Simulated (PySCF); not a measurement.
# From one method to the next for GaSe

Aim: see what other levels and later steps give for GaSe.

Computed with PySCF 2.14.0. Level: each script names its method and basis.

4 further runs of the same task are left out: 4 that didn't finish.

### Step 1. The system as given

GaSe: 2 atoms, charge 0, spin multiplicity 2.

Bond lengths: Ga1–Se2 2.320 Å.

### Step 2. The base run

Contents of input.py:

```python
from pyscf import gto, dft

mol = gto.M(
    atom='Ga 0 0 0; Se 0 0 2.32',
    basis='lanl2dz',
    ecp={'Ga': 'lanl2dz', 'Se': 'lanl2dz'},
    charge=0,
    spin=1,
    verbose=4,
)
mf = dft.UKS(mol, xc='b3lyp')
mf.kernel()
mf.dip_moment()
print('orbital energies (hartree):', [e[max(0, n-3):n+3].round(4) for e, n in zip(mf.mo_energy, mol.nelec)])
```

Launch:

```sh
$ OMP_NUM_THREADS=1 python input.py
```

### Step 3. MP2 (UHF)

Edit 1 changes step after the SCF: none → mp2; SCF type: UKS → UHF; functional: b3lyp → none (Hartree–Fock).

Edit input.py of step 2 so:

```diff
@@ -1,2 +1,2 @@
-from pyscf import gto, dft
+from pyscf import gto, scf, mp
 
@@ -10,4 +10,5 @@
 )
-mf = dft.UKS(mol, xc='b3lyp')
+mf = scf.UHF(mol)
 mf.kernel()
+mp.MP2(mf).kernel()
 mf.dip_moment()
```

### Step 4. M06l

Edit 2 changes functional: b3lyp → m06l.

Edit input.py of step 2 so:

```diff
@@ -10,3 +10,3 @@
 )
-mf = dft.UKS(mol, xc='b3lyp')
+mf = dft.UKS(mol, xc='m06l')
 mf.kernel()
```

### Step 5. NEVPT2 (ROHF)

Edit 3 changes step after the SCF: none → nevpt2; SCF type: UKS → ROHF; functional: b3lyp → none (Hartree–Fock); active space: none → 5 electrons in 4 orbitals.

Contents of input.py:

```python
from pyscf import gto, scf, mcscf, mrpt

mol = gto.M(
    atom='Ga 0 0 0; Se 0 0 2.32',
    basis='lanl2dz',
    ecp={'Ga': 'lanl2dz', 'Se': 'lanl2dz'},
    charge=0,
    spin=1,
    verbose=4,
)
mf = scf.ROHF(mol)
mf.kernel()
mc = mcscf.CASSCF(mf, 4, 5)
mc.kernel()
mc.analyze()
mrpt.NEVPT(mc).kernel()
mf.dip_moment()
print('orbital energies (hartree):', mf.mo_energy[..., max(0, mol.nelec[1]-3):mol.nelec[0]+3].round(4))
```

### Step 6. Blyp

Edit 4 changes functional: b3lyp → blyp.

Edit input.py of step 2 so:

```diff
@@ -10,3 +10,3 @@
 )
-mf = dft.UKS(mol, xc='b3lyp')
+mf = dft.UKS(mol, xc='blyp')
 mf.kernel()
```

**Question.** What will these runs give? Wanted: for each run, E(SCF); from base; gap, α spin; SCF dipole; after the SCF.

As calculated:

| run | E(SCF) (hartree) | from base (eV) | cycles | gap, α spin (eV) | SCF dipole (D) | after the SCF |
| --- | --- | --- | --- | --- | --- | --- |
| base | -11.287496 | 0 | 10 | 4.52 | 3.62 | n/a |
| MP2 (UHF) | -11.002281 | not comparable | 13 | 9.62 | 4.55 | MP2 correlation -1.500 eV |
| m06l | -11.268648 | not comparable | 15 | 3.46 | 3.55 | n/a |
| NEVPT2 (ROHF) | -10.995570 | not comparable | 10 | n/a | 4.55 | NEVPT2 correlation -1.837 eV (from the SCF energy, the CASSCF gain included) |
| blyp | -11.247653 | not comparable | 10 | 3.24 | 3.26 | n/a |

In words: The α-spin gap between the frontier levels is 3.2 eV with blyp (0 % exact exchange) and 4.5 eV with b3lyp (20 %): exact exchange opens it. A lower total energy from another functional means nothing by itself.
